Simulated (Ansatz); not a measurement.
# Si2H5Cl (SMILES [SiH3][SiH2]Cl) at B3LYP/6-31G(d) (spherical functions)

What is the electronic atomisation energy of Si2H5Cl at B3LYP/6-31G* (spherical functions)? 

The results are computed with Ansatz 0.2.0.

59 further runs of the same task are left out: 59 set aside as unsound or not needed.

**1. The molecule**

Si2H5Cl: 8 atoms, total charge 0, spin state singlet. As SMILES, `[SiH3][SiH2]Cl`. Geometry: relaxed at PBE0-D4/def2-TZVP.

Bond lengths: Si1–Si2 2.338 Å, Si2–Cl3 2.065 Å, Si1–H4 1.488 Å, Si1–H5 1.486 Å, Si1–H6 1.486 Å, Si2–H7 1.485 Å, Si2–H8 1.485 Å. Some angles: Si1–Si2–Cl3 108.7°, Si1–Si2–H7 111.9°, Si1–Si2–H8 111.8°, Cl3–Si2–H7 107.7°, Cl3–Si2–H8 107.7°, Si2–Si1–H4 109.6°, Si2–Si1–H5 109.6°, Si2–Si1–H6 109.6°, H7–Si2–H8 108.8°, H4–Si1–H5 109.3°.

**2. A single-point energy at B3LYP/6-31G(d) (spherical functions)**

job.yaml reads:

```yaml
crystal:
  periodic: [false, false, false]
  atoms:
    - {symbol: Si, position_ang: [-0.706500, 0.881800, -0.390300]}
    - {symbol: Si, position_ang: [0.573400, -0.938800, 0.325900]}
    - {symbol: Cl, position_ang: [2.431600, -0.252900, 0.908000]}
    - {symbol: H, position_ang: [-2.053000, 0.410100, -0.813000]}
    - {symbol: H, position_ang: [-0.034300, 1.540700, -1.540000]}
    - {symbol: H, position_ang: [-0.854500, 1.855700, 0.722100]}
    - {symbol: H, position_ang: [-0.041800, -1.622800, 1.491400]}
    - {symbol: H, position_ang: [0.777200, -1.930900, -0.759900]}
basis:
  gaussian:
    orbitals: 6-31G_st_-spherical.json
hamiltonian:
  xc: {name: B3LYP}
accuracy: high
output: {orbitals: {seedname: orbitals}}
```

The basis set 6-31G* is read from a file made from the Basis Set Exchange's data (not shown).

Run with:

```sh
ansatz run job.yaml --threads 1 --pin off --max-ram 3480MiB --events-out events.jsonl --progress --plain --runs-dir runs
```

Output:

```text
Warning: RAYON_NUM_THREADS=1 ignored (pool sized by the plan → 1); use --threads N
Functional definition: B3LYP
  name "B3LYP"
  parameter a0 = 0.2
  parameter ax = 0.72
  parameter ac = 0.81
  exchange = (1 - a0 - ax)*slater_x + ax*b88_x + a0*exact_x
  correlation = (1 - ac)*vwn_rpa_c + ac*lyp_c
1404 factors; integrals over basis functions are off by at most 3.8e-9 eV
mean field evaluation 1: about -28359.6934 eV, gradient 1.2e1 eV
mean field evaluation 2: about -28360.0051 eV, gradient 7.7e0 eV
mean field evaluation 4: about -28360.1751 eV, gradient 4.0e-1 eV
mean field evaluation 8: about -28360.3185 eV, gradient 5.5e-2 eV
mean field evaluation 16: about -28360.3185 eV, gradient 1.4e-6 eV
mean field -28360.31847030 eV, -1042.2224804693 hartree, gradient 9.0e-8 eV, S^2 0.000000; 0 other end points of the search recorded, 0 dependent functions left out
reference -28360.31851384 eV, -1042.2224820694 hartree; 25, 25 occupied and 39, 39 virtual orbitals, 1404 factors
Total energy: -28360.31851384 eV, -1042.2224820694 hartree
```

Run time: 6 s. Hardware: 1 thread of Arm Neoverse V1, shared host; peak memory 0.2 GiB.

**3. The Cl atom at the same level**

run.yaml reads:

```yaml
crystal:
  periodic: [false, false, false]
  atoms:
    - {symbol: Cl, position_ang: [0.000000, 0.000000, 0.000000]}
basis:
  gaussian:
    orbitals: 6-31G_st_-spherical.json
magnetization:
  spin_polarized: true
  initial_magnetization: 1
hamiltonian:
  xc: {name: B3LYP}
accuracy: high
```

The basis set 6-31G* is read from a file made from the Basis Set Exchange's data (not shown).

Run the same way, it converges to -460.13279 Eh (log not shown).

**4. The H atom**

input.yaml reads:

```yaml
basis:
  gaussian:
    orbitals: "6-31G*"
crystal:
  periodic: [false, false, false]
  atoms:
    - {symbol: H, position_ang: [0.000000, 0.000000, 0.000000]}
accuracy: high
hamiltonian:
  xc: {name: B3LYP}
magnetization:
  spin_polarized: true
  initial_magnetization: 1
```

Run the same way, it converges to -0.50027 Eh (log not shown).

**5. The Si atom**

input.yaml reads:

```yaml
crystal:
  periodic: [false, false, false]
  atoms:
    - {symbol: Si, position_ang: [0.000000, 0.000000, 0.000000]}
basis:
  gaussian: {orbitals: 6-31G_st_-spherical.json}
hamiltonian: {xc: {name: B3LYP}}
accuracy: high
magnetization: {spin_polarized: true, initial_magnetization: 2}
```

The basis set 6-31G* is read from a file made from the Basis Set Exchange's data (not shown).

Run the same way, it converges to -289.36979 Eh (log not shown).

**6. Outcome**

Level: B3LYP/6-31G* (spherical functions).

```
                     quantity           value
       molecule: total energy  -1042.22248 Eh
        molecule: HOMO energy        -7.94 eV
        molecule: LUMO energy        -0.59 eV
      molecule: HOMO–LUMO gap         7.36 eV
        Cl atom: total energy   -460.13279 Eh
                Cl atom: ⟨S²⟩           0.752
         H atom: total energy     -0.50027 Eh
                 H atom: ⟨S²⟩           0.750
        Si atom: total energy   -289.36979 Eh
                Si atom: ⟨S²⟩           2.002
electronic atomisation energy       23.095 eV
```

Taking the molecule apart into free atoms costs 23.10 eV (533 kcal/mol), before zero-point energy and without spin-orbit coupling.
